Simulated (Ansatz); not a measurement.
A nudged elastic band was laid between two geometries of a periodic cell of 25 atoms, Si16H8Cl (surface Si(111), H-covered but for one site, underside capped with H, adsorbate HCl).

Level of theory: Ansatz 0.2.0, DFT PBE-D3(BJ), scalar-relativistic, plane waves, PAW. Settings: PAW set soft_1, cutoff 420 eV, k mesh 2x2x1, fermi-dirac smearing 0.02 eV, spin collinear.

```yaml
movable_images: 5
climbing_image: yes
spring: 1.0 eV/Å²
optimiser: quadratic models (default)
start_path: straight line
force_threshold: 0.05 eV/Å
iteration_limit: 24
end_points: relaxed
atoms_held: 1 to 8
```

First end point:

```xyz
25
Lattice="7.6792 0.0000 0.0000 3.8396 6.6504 0.0000 0.0000 0.0000 17.8688" Properties=species:S:1:pos:R:3
H 1.920 1.108 1.000
H 5.759 1.108 1.000
H 3.840 4.434 1.000
H 7.679 4.434 1.000
Si 1.920 1.108 2.500
Si 5.759 1.108 2.500
Si 3.840 4.434 2.500
Si 7.679 4.434 2.500
Si 0.000 2.220 3.253
Si 3.840 2.217 3.261
Si 1.917 5.541 3.254
Si 5.762 5.541 3.254
Si -0.001 2.243 5.601
Si 3.839 2.219 5.606
Si 1.902 5.533 5.603
Si 5.776 5.534 5.603
Si -0.001 0.007 6.218
Si 3.839 0.009 6.378
Si 1.926 3.323 6.381
Si 5.752 3.324 6.381
H 3.839 -0.002 7.878
H 1.915 3.328 7.880
H 5.765 3.326 7.880
Cl 3.825 5.506 9.594
H 3.842 6.087 8.393
```

Last end point:

Only the atoms that move by more than 0.05 Å are listed.
```
Si17 0.000 -0.004 6.290
Si20 5.755 3.332 6.327
H23 5.747 3.369 7.842
Cl24 6.505 1.016 9.569
H25 6.182 2.043 8.836
```

What changes between the two ends?

The atom that moves furthest is Cl24, by 5.23 Å; four of its nearest neighbours are H25 1.33, H22 3.37, H23 3.38, Si17 3.57 Å at the first end and H25 1.30, H23 3.02, H21 3.33, Si17 3.63 Å at the last.

Give the energies along the band, and the barrier.

The run converged. The highest image is number 3 of 0 to 6, 0.110 eV above the first end and 0.043 eV above the last; the last end lies 0.068 eV above the first. The order of the stationary point at the top wasn't checked. Limits of this set-up: thin slab, slab without dipole correction.

| image | path coordinate (Å) | energy (eV) |
| --- | --- | --- |
| 0 | 0.00 | 0.000 |
| 1 | 1.37 | 0.086 |
| 2 | 2.75 | 0.085 |
| 3 | 4.12 | 0.110 |
| 4 | 5.66 | 0.103 |
| 5 | 7.20 | 0.105 |
| 6 | 8.73 | 0.068 |

What is the geometry of the highest image?


```xyz
25
Lattice="7.6792 0.0000 0.0000 3.8396 6.6504 0.0000 0.0000 0.0000 17.8688" Properties=species:S:1:pos:R:3
H 1.920 1.108 1.000
H 5.759 1.108 1.000
H 3.840 4.434 1.000
H 7.679 4.434 1.000
Si 1.920 1.108 2.500
Si 5.759 1.108 2.500
Si 3.840 4.434 2.500
Si 7.679 4.434 2.500
Si 0.001 2.217 3.250
Si 3.840 2.217 3.259
Si 1.919 5.542 3.258
Si 5.761 5.541 3.257
Si 0.017 2.213 5.594
Si 3.841 2.219 5.603
Si 1.915 5.538 5.607
Si 5.772 5.548 5.606
Si 0.001 -0.005 6.290
Si 3.847 0.008 6.376
Si 1.925 3.325 6.372
Si 5.774 3.322 6.333
H 3.840 0.010 7.878
H 1.911 3.318 7.872
H 5.809 3.318 7.844
Cl 3.914 3.356 10.183
H 4.723 3.338 9.163
```

The band took 18 iterations and about 50 core-minutes.

The run took 28 min on 2 threads of Arm Neoverse V1, with other jobs on the host, peak memory 3 GiB.
